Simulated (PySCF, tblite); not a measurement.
**C₆H₁₄SSi₂: geometry, infrared bands and NMR shifts**

Wanted: the infrared bands and NMR shifts of C₆H₁₄SSi₂ (`C[C@]1(S)[C@H]2C[C@]1(C)[SiH2][SiH2]2`), by calculation.

The runs use tblite 0.8.0 and PySCF 2.14.0, with density-fitted response routines of our own; the level of theory stands in each step. All values are computed, except where a source is named. Atoms count from 0, in the outputs and in this text.

### Step 1. The molecule as given

23 atoms, charge 0, multiplicity 1; geometry from: force field or distance geometry start.

Bonds of the start (Å): C0–C1 1.54, C1–S2 1.90, C1–C3 1.59, C3–C4 1.57, C4–C5 1.58, C5–C6 1.50, C5–Si7 2.26, Si7–Si8 2.35, C5–C1 1.60, Si8–C3 2.08, C0–H9 1.09, C0–H10 1.09, C0–H11 1.10, S2–H12 1.33, C3–H13 1.09, C4–H14 1.11, C4–H15 1.10, C6–H16 1.09, C6–H17 1.10, C6–H18 1.09, Si7–H19 1.49, Si7–H20 1.50, Si8–H21 1.48, Si8–H22 1.50.

### Step 2. Optimising the geometry with GFN2-xTB

Job settings and geometry (Å):

```
{"job": {"kind": "relax", "xc": "GFN2-xTB", "basis": "xTB"}, "charge": 0, "multiplicity": 1}
C      1.827000    -1.052100    -0.018900
C      0.934800     0.157500    -0.336500
S      1.850100     1.127200    -1.689100
C      0.439800     1.196100     0.758800
C     -0.804800     1.483800    -0.146900
C     -0.610600     0.017200    -0.712800
C     -1.194000    -0.487800    -2.003200
Si    -1.526600    -1.193400     0.960500
Si    -0.292700     0.184200     2.417100
H      2.804500    -0.736200     0.336600
H      1.953700    -1.676000    -0.909800
H      1.407000    -1.705700     0.757200
H      2.917700     1.468800    -0.965100
H      1.082000     2.015600     1.078900
H     -0.642000     2.283900    -0.895800
H     -1.760300     1.723400     0.341300
H     -0.899900    -1.525200    -2.185500
H     -2.289700    -0.443400    -1.990700
H     -0.853800     0.110400    -2.844100
H     -1.027900    -2.586300     0.785700
H     -2.999900    -0.936000     0.891800
H      0.807900    -0.506200     3.126600
H     -1.127100     1.107600     3.254000
```

The run is started by

```bash
> OMP_NUM_THREADS=1 python probes_run.py task.json out
```

This one command runs all jobs of the session in turn.

**Question.** This job is followed by: GFN2-xTB harmonic vibrations, gas phase; GIAO PBE0/pcSseg-1 NMR shielding, non-relativistic, gas phase. What will the session give for the following? strongest single infrared mode (GFN2-xTB); zero-point energy (GFN2-xTB); 13C shifts against TMS (PBE0/pcSseg-1); 1H shifts against TMS (PBE0/pcSseg-1, means over atoms taken as alike); 33S shifts against CS2 (PBE0/pcSseg-1); 29Si shifts against TMS (PBE0/pcSseg-1).

The runs gave:

| quantity | value |
| --- | --- |
| strongest single infrared mode (GFN2-xTB) | 2218 cm⁻¹, 697 km/mol |
| zero-point energy (GFN2-xTB) | 109.7 kcal/mol |
| 13C shifts against TMS (PBE0/pcSseg-1) | 66.3, 39.2, 37.5, 37.3, 33.8, 20.9 ppm |
| 1H shifts against TMS (PBE0/pcSseg-1, means over atoms taken as alike) | 4.02, 3.94, 3.83, 3.66, 2.91, 1.79, 1.51, 1.47, 1.42, 1.08 ppm |
| 33S shifts against CS2 (PBE0/pcSseg-1) | 3 ppm |
| 29Si shifts against TMS (PBE0/pcSseg-1) | -63.7, -70.6 ppm |

What this shows: Relaxing lowered the energy by 1.112 eV in 45 steps; the close pair that moved most is C5–Si7, from 2.259 to 1.929 Å. No mode is imaginary among the 63: a minimum at this level. The strongest single mode, at 2218 cm⁻¹, moves mainly H20 and H21. GFN2-xTB is a fitted tight-binding method: band positions and strengths are rough. Its intensities can rank the bands wrongly. At PBE0/pcSseg-1: The widest tensor belongs to S2: span 458 ppm, with a paramagnetic part of -558 ppm.
